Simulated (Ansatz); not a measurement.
# C₄H₁₀F₃NSi: small, medium and large basis sets

The task here is to estimate one member of a computed series from the others.

Program: Ansatz 0.2.0, Gaussian basis. Level of theory: one geometry, several basis sets. These are calculated values, not measurements.

Plan: PBE0-D4/def2-SVP; ωB97M-V/def2-SVP; PBE0-D4/def2-QZVPP; ωB97M-V/def2-QZVPP; the functionals' def2-TZVPP values are taken from earlier runs.

## The relaxed structure

All runs share one geometry, relaxed beforehand with PBE0-D4 in a triple-zeta def2 set.

SMILES `CC(C)(C)N[Si](F)(F)F`, 19 atoms, charge 0, spin multiplicity 1.

Atoms are counted from 1 here; the program's logs count them from 0.

Bond lengths: C1–C2 1.527 Å, C1–H10 1.093 Å, C1–H11 1.092 Å, C1–H12 1.093 Å, C2–C3 1.525 Å, C2–C4 1.523 Å, C2–N5 1.466 Å, C3–H13 1.094 Å, C3–H14 1.092 Å, C3–H15 1.092 Å, C4–H16 1.094 Å, C4–H17 1.092 Å, C4–H18 1.091 Å, N5–Si6 1.671 Å, N5–H19 1.009 Å, Si6–F7 1.581 Å, Si6–F8 1.579 Å, Si6–F9 1.577 Å. Angles: C2–C1–H10 110.7°, C2–C1–H11 110.5°, C2–C1–H12 111.0°, H10–C1–H11 108.1°, H10–C1–H12 107.9°, H11–C1–H12 108.5°, C1–C2–C3 110.1°, C1–C2–C4 109.8°, C1–C2–N5 109.6°, C3–C2–C4 109.7°, C3–C2–N5 108.5°, C4–C2–N5 109.1°, C2–C3–H13 110.7°, C2–C3–H14 110.8°, C2–C3–H15 110.5°, H13–C3–H14 107.8°, H13–C3–H15 108.2°, H14–C3–H15 108.7° and more.

Coordinates:

| atom | x (Å) | y (Å) | z (Å) |
| --- | --- | --- | --- |
| C1 | 1.0270 | -0.0727 | -1.4442 |
| C2 | 0.4392 | -0.2135 | -0.0424 |
| C3 | 1.5501 | -0.4789 | 0.9674 |
| C4 | -0.5642 | -1.3591 | -0.0157 |
| N5 | -0.2416 | 1.0304 | 0.3314 |
| Si6 | -1.8739 | 1.3828 | 0.3789 |
| F7 | -2.6489 | 1.1058 | -0.9709 |
| F8 | -2.6833 | 0.5747 | 1.4671 |
| F9 | -2.0198 | 2.9175 | 0.7130 |
| H10 | 1.7347 | 0.7598 | -1.4841 |
| H11 | 0.2361 | 0.1188 | -2.1725 |
| H12 | 1.5586 | -0.9808 | -1.7393 |
| H13 | 2.2700 | 0.3448 | 0.9768 |
| H14 | 2.0930 | -1.3929 | 0.7163 |
| H15 | 1.1371 | -0.5827 | 1.9726 |
| H16 | -1.3740 | -1.1968 | -0.7331 |
| H17 | -0.9968 | -1.4816 | 0.9795 |
| H18 | -0.0699 | -2.2927 | -0.2889 |
| H19 | 0.3847 | 1.8132 | 0.4445 |

Set-up of the first run:

in.yaml reads:

```yaml
crystal:
  periodic: [false, false, false]
  atoms:
    - {symbol: C, position_ang: [1.026953, -0.072718, -1.444196]}
    - {symbol: C, position_ang: [0.439172, -0.213465, -0.042365]}
    - {symbol: C, position_ang: [1.550086, -0.478855, 0.967363]}
    - {symbol: C, position_ang: [-0.564155, -1.359058, -0.015671]}
    - {symbol: N, position_ang: [-0.241639, 1.030365, 0.331432]}
    - {symbol: Si, position_ang: [-1.873895, 1.382755, 0.378901]}
    - {symbol: F, position_ang: [-2.648878, 1.105835, -0.970931]}
    - {symbol: F, position_ang: [-2.683267, 0.574710, 1.467145]}
    - {symbol: F, position_ang: [-2.019826, 2.917457, 0.712989]}
    - {symbol: H, position_ang: [1.734709, 0.759782, -1.484075]}
    - {symbol: H, position_ang: [0.236097, 0.118797, -2.172456]}
    - {symbol: H, position_ang: [1.558582, -0.980801, -1.739318]}
    - {symbol: H, position_ang: [2.270018, 0.344769, 0.976781]}
    - {symbol: H, position_ang: [2.093009, -1.392907, 0.716327]}
    - {symbol: H, position_ang: [1.137107, -0.582718, 1.972616]}
    - {symbol: H, position_ang: [-1.373966, -1.196841, -0.733128]}
    - {symbol: H, position_ang: [-0.996798, -1.481597, 0.979501]}
    - {symbol: H, position_ang: [-0.069924, -2.292697, -0.288901]}
    - {symbol: H, position_ang: [0.384715, 1.813185, 0.444489]}
basis:
  gaussian: {orbitals: def2-SVP}
hamiltonian: {xc: pbe0, dispersion: d4}
output: {orbitals: {seedname: orbitals}}
```

The run is started by

```console
> ansatz run in.yaml --threads 5 --pin off --events-out ev --progress --plain --max-ram 66560MiB --backend cpu
```

Among the steps run: PBE0-D4 in def2-SVP; ωB97M-V in def2-SVP; PBE0-D4 in def2-QZVPP; ωB97M-V in def2-QZVPP.

One table of the session follows, with a row left open; its other results are not shown here.

It belongs to the step «Density functionals: the series». 

| functional | basis | HOMO (eV) | LUMO (eV) |
| --- | --- | --- | --- |
| PBE0-D4 | def2-SVP | -7.56 | 1.04 |
| PBE0-D4 | def2-TZVPP | -7.66 | 0.53 |
| PBE0-D4 | def2-QZVPP | ? | ? |
| ωB97M-V | def2-SVP | -9.91 | 2.70 |
| ωB97M-V | def2-TZVPP | -10.03 | 1.99 |
| ωB97M-V | def2-QZVPP | -10.06 | 1.34 |

Estimate the missing values for PBE0-D4, def2-QZVPP.

The run gave: HOMO (eV): -7.69; LUMO (eV): 0.17. In the column «HOMO (eV)» it lies between ωB97M-V, def2-SVP (-9.91) and PBE0-D4, def2-TZVPP (-7.66).
